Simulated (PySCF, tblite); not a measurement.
**C₅H₁₅NSi₂: geometry, infrared bands and NMR shifts**

Wanted: the infrared bands and NMR shifts of C₅H₁₅NSi₂ (`C=CN([SiH3])[C@@H](C)C[SiH3]`), by calculation.

The runs use tblite 0.8.0 and PySCF 2.14.0, with density-fitted response routines of our own; the level of theory stands in each step. All values are computed, except where a source is named. Atoms count from 0, in the outputs and in this text.

### 1 Starting geometry

23 atoms, charge 0, multiplicity 1; geometry from: force field or distance geometry start.

Bonds of the start (Å): C0–C1 1.32, C1–N2 1.46, N2–Si3 1.79, N2–C4 1.43, C4–C5 1.53, C4–C6 1.50, C6–Si7 1.84, C0–H8 1.10, C0–H9 1.07, C1–H10 1.06, Si3–H11 1.46, Si3–H12 1.48, Si3–H13 1.49, C4–H14 1.10, C5–H15 1.11, C5–H16 1.11, C5–H17 1.10, C6–H18 1.11, C6–H19 1.13, Si7–H20 1.47, Si7–H21 1.46, Si7–H22 1.48.

### 2 Geometry optimisation with GFN2-xTB

The job: settings as JSON, then the geometry in Å.

```
{"job": {"kind": "relax", "xc": "GFN2-xTB", "basis": "xTB"}, "charge": 0, "multiplicity": 1}
C     -2.335300     0.082300    -1.446600
C     -1.044300     0.335400    -1.308100
N     -0.581900     0.385100     0.073000
Si    -1.197100     1.707400     1.108100
C      0.326800    -0.634500     0.506300
C     -0.405300    -1.965300     0.302600
C      1.586600    -0.737800    -0.294700
Si     2.670600     0.743400    -0.337800
H     -2.907800    -0.045300    -0.511500
H     -2.832800     0.010800    -2.392700
H     -0.373400     0.473100    -2.121700
H     -0.166800     2.220700     2.007200
H     -1.658000     2.787800     0.215700
H     -2.387400     1.267500     1.879600
H      0.541200    -0.574900     1.587700
H     -0.276700    -2.168000    -0.786000
H      0.130700    -2.797700     0.814200
H     -1.469300    -1.907500     0.563900
H      1.282600    -0.967400    -1.338200
H      2.185200    -1.610300     0.092800
H      1.975400     1.808000    -1.084900
H      3.069500     1.259700     0.971000
H      3.862600     0.354300    -1.130700
```

The run is started by

```
$ OMP_NUM_THREADS=1 python probes_run.py task.json out
```

One launch serves the whole session: the jobs run in the order shown.

**Question.** This job is followed by: GFN2-xTB harmonic vibrations, gas phase; GIAO PBE0/pcSseg-1 NMR shielding, non-relativistic, gas phase. What will the session give for the following? strongest single infrared mode (GFN2-xTB); zero-point energy (GFN2-xTB); 13C shifts against TMS (PBE0/pcSseg-1); 1H shifts against TMS (PBE0/pcSseg-1, means over atoms taken as alike); 15N shifts against NH3 (PBE0/pcSseg-1); 29Si shifts against TMS (PBE0/pcSseg-1); surface potential, 1st and 99th percentile.

As calculated:

```
                                                              quantity                                                     value
                             strongest single infrared mode (GFN2-xTB)                                     2217 cm⁻¹, 449 km/mol
                                          zero-point energy (GFN2-xTB)                                            112.4 kcal/mol
                                13C shifts against TMS (PBE0/pcSseg-1)                         142.7, 91.0, 58.6, 27.8, 21.4 ppm
1H shifts against TMS (PBE0/pcSseg-1, means over atoms taken as alike)  6.44, 4.71, 4.34, 4.05, 3.75, 3.21, 1.28, 1.23, 0.87 ppm
                                15N shifts against NH3 (PBE0/pcSseg-1)                                                  85.3 ppm
                               29Si shifts against TMS (PBE0/pcSseg-1)                                          -50.8, -74.9 ppm
                                 surface potential, 1st and 99th percentile                                        -0.90 V and 0.99 V
```

In words: Relaxing lowered the energy by 0.836 eV in 164 steps; the close pair that moved most is C1–N2, from 1.457 to 1.379 Å. No mode is imaginary among the 63: a minimum at this level. The strongest single mode, at 2217 cm⁻¹, moves mainly H12. Unscaled tight-binding wavenumbers are off by several per cent, some by more. Its intensities can rank the bands wrongly. C1 (alkene carbon bearing nitrogen) lies farthest downfield among carbon, at 142.7 ppm; an sp2 carbon further deshielded by the attached heteroatom. The most deshielded hydrogen is H10 (hydrogen on an alkene carbon bearing nitrogen), at 6.44 ppm: attached to an sp2 carbon and in the plane of the double bond. At PBE0/pcSseg-1: The largest span, 216 ppm, is at C1, where the paramagnetic term is -210 ppm.
